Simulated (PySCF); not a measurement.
# H4O4Zn: the cost of one run

The runs use PySCF 2.14.0, with density-fitted response routines of our own; the level of theory stands in each step. All values are computed, except where a source is named. Atoms are numbered from 0 throughout.

**1. The starting structure**

9 atoms, charge -2, multiplicity 1; geometry from: GFN2-xTB. The atoms were then displaced at random by about 0.01 Å, so the start is not that level's minimum.

Bonds of the start (Å): O0–Zn1 2.04, Zn1–O2 2.02, Zn1–O3 2.00, Zn1–O4 2.03, O0–H5 0.98, O2–H6 0.94, O3–H7 0.96, O4–H8 0.94.

**2. Relaxing the molecule at PBE0-D3(BJ)/def2-TZVP**

What the job is given:

```
{"job": {"xc": "PBE0", "basis": "def2-TZVP", "d3": "d3bj", "grid": 2, "shake": 0.01, "kind": "geom"}, "charge": -2, "multiplicity": 1}
O     -0.293950    -0.713450     1.877930
Zn    -0.011600     0.002120    -0.012030
O      1.666950    -0.526070    -1.007260
O     -1.487020    -0.791700    -1.105180
O      0.134340     2.014960     0.190790
H     -0.170380     0.145360     2.328660
H      1.287430    -1.126230    -1.622110
H     -1.990290    -1.165350    -0.372070
H      0.922330     2.143210    -0.312460
```

Run with:

```
$ OMP_NUM_THREADS=1 python probes_run.py task.json out
```

The driver reads the jobs from task.json and runs them one after another.

Q: Estimate the wall time and peak memory of this first job on 1 thread of AMD EPYC 9R45, shared host.

About 67 s, with a peak of 0.88 GiB.
